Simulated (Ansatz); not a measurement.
# ClH₃NOSi radical: basis-set convergence

An exercise on one series of results from a longer session: the logs are not shown, and one member is left open.

Method: one geometry, several basis sets; program: Ansatz 0.2.0, Gaussian basis.

The runs, in order: PBE0-D4/def2-SVP; ωB97M-V/def2-SVP; PBE0-D4/def2-QZVPP; ωB97M-V/def2-QZVPP; the functionals' def2-TZVPP values are taken from earlier runs.

### Structure used throughout

An earlier PBE0-D4 in a triple-zeta def2 set relaxation fixed the geometry.

7 atoms, charge 0, spin multiplicity 2.

Atoms are counted from 1 here; the program's logs count them from 0.

Bond lengths: N1–Si2 1.738 Å, N1–H5 1.021 Å, Si2–O3 1.624 Å, Si2–Cl4 2.056 Å, Si2–H6 1.475 Å, O3–H7 0.960 Å. Angles: Si2–N1–H5 114.8°, N1–Si2–O3 110.0°, N1–Si2–Cl4 103.5°, N1–Si2–H6 116.4°, O3–Si2–Cl4 112.0°, O3–Si2–H6 106.1°, Cl4–Si2–H6 109.1°, Si2–O3–H7 118.0°.

As a file:

```xyz
7
charge 0, multiplicity 2
N    -0.3099    1.1115   -0.8791
Si   -0.0739   -0.1143    0.3304
O     1.4656   -0.6303    0.3048
Cl   -1.3900   -1.5939   -0.2210
H    -1.1515    1.6773   -0.7563
H    -0.3486    0.2802    1.7247
H     1.8696   -0.7984   -0.5492
```

Set-up of the first run:

Input file in.yaml:

```yaml
crystal:
  periodic: [false, false, false]
  atoms:
    - {symbol: N, position_ang: [-0.309949, 1.111543, -0.879081]}
    - {symbol: Si, position_ang: [-0.073874, -0.114301, 0.330393]}
    - {symbol: O, position_ang: [1.465580, -0.630325, 0.304762]}
    - {symbol: Cl, position_ang: [-1.389962, -1.593903, -0.220970]}
    - {symbol: H, position_ang: [-1.151480, 1.677261, -0.756252]}
    - {symbol: H, position_ang: [-0.348599, 0.280217, 1.724670]}
    - {symbol: H, position_ang: [1.869583, -0.798392, -0.549221]}
basis:
  gaussian: {orbitals: def2-SVP}
magnetization: {spin_polarized: true, initial_magnetization: 1}
hamiltonian: {xc: pbe0, dispersion: d4}
output: {orbitals: {seedname: orbitals}}
```

Among the steps run: PBE0-D4 in def2-SVP; ωB97M-V in def2-SVP; PBE0-D4 in def2-QZVPP; ωB97M-V in def2-QZVPP.

One table of the session follows, with a row left open; its other results are not shown here.

It belongs to the step «Functionals by basis». 

```
functional       basis  HOMO (eV)  LUMO (eV)
   PBE0-D4    def2-SVP          ?          ?
   PBE0-D4  def2-TZVPP      -8.35      -3.77
   PBE0-D4  def2-QZVPP      -8.41      -3.84
   ωB97M-V    def2-SVP     -10.39      -1.34
   ωB97M-V  def2-TZVPP     -10.69      -1.70
   ωB97M-V  def2-QZVPP     -10.74      -1.79
```

**Question.** Estimate the row for PBE0-D4, def2-SVP.

**Answer.** HOMO (eV): -8.08; LUMO (eV): -3.52. In the column «HOMO (eV)» it is the highest.
